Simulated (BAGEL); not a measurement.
# CH4F2Si (SMILES C[SiH](F)F), step by step

We compute a single-point energy (HF/cc-pVDZ), then the energy (NEVPT2(2,2)/cc-pVDZ), then a single-point energy (CASPT2(2,2)/cc-pVDZ) of CH4F2Si. 

The calculation is run with BAGEL 1.2.2.

1 further run of the same task is left out (set aside as unsound or not needed).

## 1. Starting point

CH4F2Si has 8 atoms, charge 0, and is taken as a singlet. As SMILES, `C[SiH](F)F`. The Si2–F3 distance was set to 2.545 Å, away from the relaxed value. At this shape a bond of the SMILES string is far longer than usual.

Bond lengths: C1–Si2 1.840 Å, Si2–F4 1.591 Å, C1–H5 1.092 Å, C1–H6 1.093 Å, C1–H7 1.093 Å, Si2–H8 1.477 Å. Angles: C1–Si2–F4 109.8°, C1–Si2–H8 114.8°, F4–Si2–H8 107.6°, Si2–C1–H5 110.7°, Si2–C1–H6 110.6°, Si2–C1–H7 110.6°, H5–C1–H6 108.3°, H5–C1–H7 108.3°, H6–C1–H7 108.2°. A long bond or contact: Si2–F3 2.545 Å.

## 2. A single-point energy at HF/cc-pVDZ (density fitting with svp-jkfit) (run 1)

File calc.json:

```json
{ "bagel": [

{
  "title": "molecule",
  "basis": "cc-pvdz.json",
  "df_basis": "svp-jkfit",
  "geometry": [
    { "atom": "C", "xyz": [    -2.53091398,     1.55630285,    -0.38240498 ] },
    { "atom": "Si", "xyz": [    -1.17711418,    -1.57478437,     0.28901471 ] },
    { "atom": "F", "xyz": [     3.62128217,    -1.28180123,     0.42840091 ] },
    { "atom": "F", "xyz": [    -1.86629730,    -3.48095111,    -1.93065759 ] },
    { "atom": "H", "xyz": [    -1.82472333,     2.28819378,    -2.17896761 ] },
    { "atom": "H", "xyz": [    -2.03127039,     2.89668559,     1.10669921 ] },
    { "atom": "H", "xyz": [    -4.59014854,     1.44802154,    -0.48955245 ] },
    { "atom": "H", "xyz": [    -2.02257765,    -2.72846217,     2.68594333 ] }
  ]
},

{
  "title": "hf"
},

{
  "title": "print",
  "file": "orbitals.molden",
  "orbitals": true
}

]}
```

The basis set cc-pVDZ is read from a file made from the Basis Set Exchange's data (not shown).

The run is started by

```
$ BAGEL_NUM_THREADS=1 BAGEL calc.json > calc.out
```

What it wrote:

```text
* using 1 threads per process

  ===============================================================
  ===============================================================

  *** Geometry ***

  { "atom" : "C", "xyz" : [     -2.530914,      1.556303,     -0.382405 ] },
  { "atom" : "Si", "xyz" : [     -1.177114,     -1.574784,      0.289015 ] },
  { "atom" : "F", "xyz" : [      3.621282,     -1.281801,      0.428401 ] },
[... 4 lines of this table left out ...]
  { "atom" : "H", "xyz" : [     -2.022578,     -2.728462,      2.685943 ] },

  Number of auxiliary basis functions:      429

  Since a DF basis is specified, we compute 2- and 3-index integrals:
    o Being stored without compression. Storage requirement is 0.022 GB

  Number of basis functions:       80
  Number of electrons      :       42

    * METHOD: MOLECULE                             0.18

  *** RHF ***

  === Nuclear Repulsion ===
   159.7453426331

      * DIIS with orbital gradients will be used.

  === RHF iteration (cc-pvdz.json) ===
      0       -527.64765185          0.01810687           0.05
      1       -527.80574308          0.01453731           0.04
      2       -527.98095650          0.00227976           0.04
[... 13 lines of this table left out ...]
     16       -527.98564867          0.00000001           0.04
    * SCF iteration converged.

    * Permanent dipole moment:
           (    2.512306,    -0.711222,    -0.313316) a.u.

    * METHOD: HF                                   0.88

    * METHOD: PRINT                                0.02

  ===============================================================
```

Wall time 1.2 s (1 thread of Arm Neoverse V1, shared host); peak memory 0.15 GiB.

## 3. A single-point energy at NEVPT2(2,2)/cc-pVDZ (density fitting with svp-jkfit) (run 2)

File input.json:

```json
{ "bagel": [

{
  "title": "molecule",
  "basis": "cc-pvdz.json",
  "df_basis": "svp-jkfit",
  "geometry": [
    { "atom": "C", "xyz": [ -2.53091398,  1.55630285, -0.38240498 ] },
    { "atom": "Si", "xyz": [ -1.17711418, -1.57478437,  0.28901471 ] },
    { "atom": "F", "xyz": [  3.62128217, -1.28180123,  0.42840091 ] },
    { "atom": "F", "xyz": [ -1.86629730, -3.48095111, -1.93065759 ] },
    { "atom": "H", "xyz": [ -1.82472333,  2.28819378, -2.17896761 ] },
    { "atom": "H", "xyz": [ -2.03127039,  2.89668559,  1.10669921 ] },
    { "atom": "H", "xyz": [ -4.59014854,  1.44802154, -0.48955245 ] },
    { "atom": "H", "xyz": [ -2.02257765, -2.72846217,  2.68594333 ] }
  ]
},
{
  "title": "hf"
},
{
  "title": "nevpt2",
  "nstate": 1,
  "nact": 2,
  "nclosed": 20,
  "active": [21, 22],
  "maxiter": 200,
  "natocc": true,
  "ncore": 8
},
{
  "title": "print",
  "file": "orbitals.molden",
  "orbitals": true
}

]}
```

The basis set cc-pVDZ is read from a file made from the Basis Set Exchange's data (not shown).

The run is started by

```
$ BAGEL_NUM_THREADS=1 BAGEL input.json > input.out
```

What it wrote:

```text
* using 1 threads per process

  ===============================================================
  ===============================================================

  *** Geometry ***

  { "atom" : "C", "xyz" : [     -2.530914,      1.556303,     -0.382405 ] },
  { "atom" : "Si", "xyz" : [     -1.177114,     -1.574784,      0.289015 ] },
  { "atom" : "F", "xyz" : [      3.621282,     -1.281801,      0.428401 ] },
[... 4 lines of this table left out ...]
  { "atom" : "H", "xyz" : [     -2.022578,     -2.728462,      2.685943 ] },

[... 23 lines left out ...]
    * SCF iteration converged.
[... 1 line left out ...]
    * Permanent dipole moment:
[... 28 lines left out ...]
    * Second-order optimization converged. *
[... 9 lines left out ...]
     * ci vector, state   0, <S^2> = 0.0000
       2.     0.9664582944
       .2    -0.2568236073

  === DF-NEVPT2 calculation ===

    * 3-index integral transformation done
    * assembly done

      NEVPT2 correlation energy:   -0.5873741822      0.16

          (+0)     -0.4823273868
          (+0)'    -0.0388344259
          (+1)     -0.0182740948
          (+1)'    -0.0000000000
          (+2)     -0.0007138807
          (-1)     -0.0439487279
          (-1)'     0.0000000000
          (-2)     -0.0032756662

      NEVPT2 total energy:       -528.6142806453

    * METHOD: NEVPT2                               7.64

    * METHOD: PRINT                                0.02

  ===============================================================
```

Wall time 9 s (1 thread of Arm Neoverse V1, shared host); peak memory 0.15 GiB.

## 4. The energy at CASPT2(2,2)/cc-pVDZ (density fitting with svp-jkfit) (run 3)

File caspt2.json:

```json
{ "bagel": [

{
  "title": "molecule",
  "basis": "cc-pvdz.json",
  "df_basis": "svp-jkfit",
  "angstrom": "false",
  "geometry": [
    { "atom": "C", "xyz": [ -2.53091398,  1.55630285, -0.38240498 ] },
    { "atom": "Si", "xyz": [ -1.17711418, -1.57478437,  0.28901471 ] },
    { "atom": "F", "xyz": [  3.62128217, -1.28180123,  0.42840091 ] },
    { "atom": "F", "xyz": [ -1.86629730, -3.48095111, -1.93065759 ] },
    { "atom": "H", "xyz": [ -1.82472333,  2.28819378, -2.17896761 ] },
    { "atom": "H", "xyz": [ -2.03127039,  2.89668559,  1.10669921 ] },
    { "atom": "H", "xyz": [ -4.59014854,  1.44802154, -0.48955245 ] },
    { "atom": "H", "xyz": [ -2.02257765, -2.72846217,  2.68594333 ] }
  ]
},
{
  "title": "hf"
},
{
  "title": "casscf",
  "nstate": 1,
  "nact": 2,
  "nclosed": 20,
  "active": [21, 22],
  "maxiter": 200,
  "natocc": "true"
},
{
  "title": "print",
  "file": "orbitals.molden",
  "orbitals": "true"
},
{
  "title": "smith",
  "method": "caspt2",
  "ms": "true",
  "xms": "true",
  "sssr": "true",
  "shift": 0.2,
  "shift_imag": "true",
  "ncore": 8
}

]}
```

The basis set cc-pVDZ is read from a file made from the Basis Set Exchange's data (not shown).

The run is started by

```
$ BAGEL_NUM_THREADS=1 BAGEL caspt2.json > caspt2.out
```

What it wrote:

```text
* using 1 threads per process

  ===============================================================
  ===============================================================

  *** Geometry ***

  { "atom" : "C", "xyz" : [     -2.530914,      1.556303,     -0.382405 ] },
  { "atom" : "Si", "xyz" : [     -1.177114,     -1.574784,      0.289015 ] },
  { "atom" : "F", "xyz" : [      3.621282,     -1.281801,      0.428401 ] },
[... 4 lines of this table left out ...]
  { "atom" : "H", "xyz" : [     -2.022578,     -2.728462,      2.685943 ] },

[... 25 lines left out ...]
    * Permanent dipole moment:
[... 37 lines left out ...]
     * ci vector, state   0, <S^2> = 0.0000
[... 21 lines left out ...]
       #      aibj      arbs      arbi      airj      risj      airs      arst      rist         Etot      error   time
[... 9 lines left out ...]
      ------------------------------------------------------------------------------------------------------------------

    * CASPT2 energy : state  0     -528.6153904960
        w/o shift correction       -528.6132465940
        reference weight              0.8642284157

    * METHOD: SMITH                                0.66

  ===============================================================
```

Run time: 9.3 s. Hardware: 1 thread of Arm Neoverse V1, shared host; peak memory 0.18 GiB.

## 5. What came out

| quantity | value |
| --- | --- |
| run 1, HF/cc-pVDZ: total energy | -527.98565 Eh |
| run 1, HF/cc-pVDZ: dipole moment | 6.68 D |
| run 1, HF/cc-pVDZ: HOMO energy | -12.03 eV |
| run 1, HF/cc-pVDZ: LUMO energy | 1.00 eV |
| run 1, HF/cc-pVDZ: HOMO–LUMO gap | 13.02 eV |
| run 2, NEVPT2(2,2)/cc-pVDZ: total energy | -528.61428 Eh |
| run 3, CASPT2(2,2)/cc-pVDZ: total energy | -528.61539 Eh |
